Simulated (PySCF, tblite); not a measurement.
**C₅H₁₀SSi: geometry, infrared bands and NMR shifts**

Wanted: the infrared bands and NMR shifts of C₅H₁₀SSi (`C/C=C/C=C/S[SiH3]`), by calculation.

Computed with tblite 0.8.0 and PySCF 2.14.0, with density-fitted response routines of our own, on a single molecule in the gas phase. Atoms are numbered from 0 throughout.

### Step 1. The starting structure

17 atoms, charge 0, multiplicity 1; geometry from: force field or distance geometry start.

Bonds of the start (Å): C0–C1 1.49, C1–C2 1.34, C2–C3 1.46, C3–C4 1.34, C4–S5 1.78, S5–Si6 2.17, C0–H7 1.10, C0–H8 1.11, C0–H9 1.11, C1–H10 1.10, C2–H11 1.10, C3–H12 1.07, C4–H13 1.08, Si6–H14 1.46, Si6–H15 1.47, Si6–H16 1.46.

### Step 2. Relaxing the molecule with GFN2-xTB

What the job is given:

```
{"job": {"kind": "relax", "xc": "GFN2-xTB", "basis": "xTB"}, "charge": 0, "multiplicity": 1}
C     -2.003700     0.619800    -2.699500
C     -0.793900     0.535200    -1.837900
C     -0.935700     0.686200    -0.514700
C      0.194600     0.623700     0.400600
C     -0.088200     0.789400     1.697600
S      1.150100     0.739100     2.976200
Si     2.571600    -0.764900     2.334200
H     -1.761700     0.857000    -3.747800
H     -2.598300     1.473300    -2.306300
H     -2.641100    -0.288400    -2.602300
H      0.188900     0.336000    -2.279300
H     -1.959400     0.872800    -0.173700
H      1.196700     0.433600     0.090300
H     -1.104000     0.976700     2.019000
H      2.201200    -2.024600     2.962800
H      3.880600    -0.279200     2.784600
H      2.495400    -0.924100     0.886300
```

Command:

```bash
OMP_NUM_THREADS=1 python probes_run.py task.json out
```

One launch serves the whole session: the jobs run in the order shown.

**Question.** This job is followed by: GFN2-xTB harmonic vibrations, gas phase; GIAO PBE0/pcSseg-1 NMR shielding, non-relativistic, gas phase. Predict these results of the whole session: strongest single infrared mode (GFN2-xTB); zero-point energy (GFN2-xTB); ¹³C shifts against TMS (PBE0/pcSseg-1); ¹H shifts against TMS (PBE0/pcSseg-1, means over atoms taken as alike); ³³S shifts against CS2 (PBE0/pcSseg-1); ²⁹Si shifts against TMS (PBE0/pcSseg-1); surface potential, 1st and 99th percentile.

**Answer**, as computed:

| quantity | value |
| --- | --- |
| strongest single infrared mode (GFN2-xTB) | 760 cm⁻¹, 402 km/mol |
| zero-point energy (GFN2-xTB) | 79.9 kcal/mol |
| ¹³C shifts against TMS (PBE0/pcSseg-1) | 137.3, 136.5, 135.1, 131.4, 22.3 ppm |
| ¹H shifts against TMS (PBE0/pcSseg-1, means over atoms taken as alike) | 6.31, 6.15, 5.98, 5.82, 4.58, 1.94 ppm |
| ³³S shifts against CS2 (PBE0/pcSseg-1) | -111 ppm |
| ²⁹Si shifts against TMS (PBE0/pcSseg-1) | -65.4 ppm |
| surface potential, 1st and 99th percentile | -0.88 V and 1.16 V |

**Reading.** The optimisation took 172 steps and gained 0.396 eV; among the close pairs (by a distance rule), C4–S5 changed most, from 1.781 to 1.747 Å. All 45 modes are real, so the xTB geometry is a minimum. Unscaled tight-binding wavenumbers are off by several per cent, some by more. Its intensities can rank the bands wrongly. At PBE0/pcSseg-1: Shielding is most anisotropic at S5 (span 424 ppm, paramagnetic term -442 ppm). By nearest atom (PBE0/pcSseg-1), the HOMO sits on S5 30 %; C1, C3 about 17 % each and the LUMO on C1, C4 about 23 % each; C3 14 %.
